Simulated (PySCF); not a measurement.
# C2H6Cl4Si2: the cost of one run

Computed with PySCF 2.14.0, with density-fitted response routines of our own, on a single molecule, in the gas phase or a continuum. Atoms count from 0, in the outputs and in this text.

## (1) Starting geometry

14 atoms, charge 0, multiplicity 1; geometry from: GFN2-xTB. The atoms were then displaced at random by about 0.01 Å, so the start is not that level's minimum.

Bonds of the start (Å): C0–Si1 1.93, Si1–Cl2 2.04, Si1–Cl3 2.04, Si1–Si4 2.33, Si4–C5 1.90, Si4–Cl6 2.04, Si4–Cl7 2.02, C0–H8 1.12, C0–H9 1.07, C0–H10 1.07, C5–H11 1.08, C5–H12 1.09, C5–H13 1.10.

## (2) Optimising the geometry at PBE0-D3(BJ)/def2-TZVP

The job: settings as JSON, then the geometry in Å.

```
{"job": {"xc": "PBE0", "basis": "def2-TZVP", "d3": "d3bj", "grid": 2, "shake": 0.01, "kind": "geom"}, "charge": 0, "multiplicity": 1}
C      2.581950    -0.224440     0.409000
Si     0.980280     0.138660    -0.613100
Cl     0.972980    -1.099250    -2.230500
Cl     1.131710     2.047880    -1.321570
Si    -0.988170    -0.149210     0.596310
C     -2.566120     0.202650    -0.409760
Cl    -0.983590     1.097990     2.215720
Cl    -1.078560    -2.039240     1.310420
H      2.623750     0.471220     1.281540
H      3.458530    -0.058520    -0.180310
H      2.563260    -1.222450     0.786480
H     -2.621070    -0.464450    -1.259000
H     -2.604840     1.228880    -0.789020
H     -3.477280     0.055190     0.196040
```

On the command line:

```bash
> OMP_NUM_THREADS=2 python probes_run.py task.json out
```

This one command runs all jobs of the session in turn.

**Question.** How long does this first job take on 2 threads of AMD EPYC 9R45, shared host, and how much memory does it need?

About 2.3 min, with a peak of 2.5 GiB.
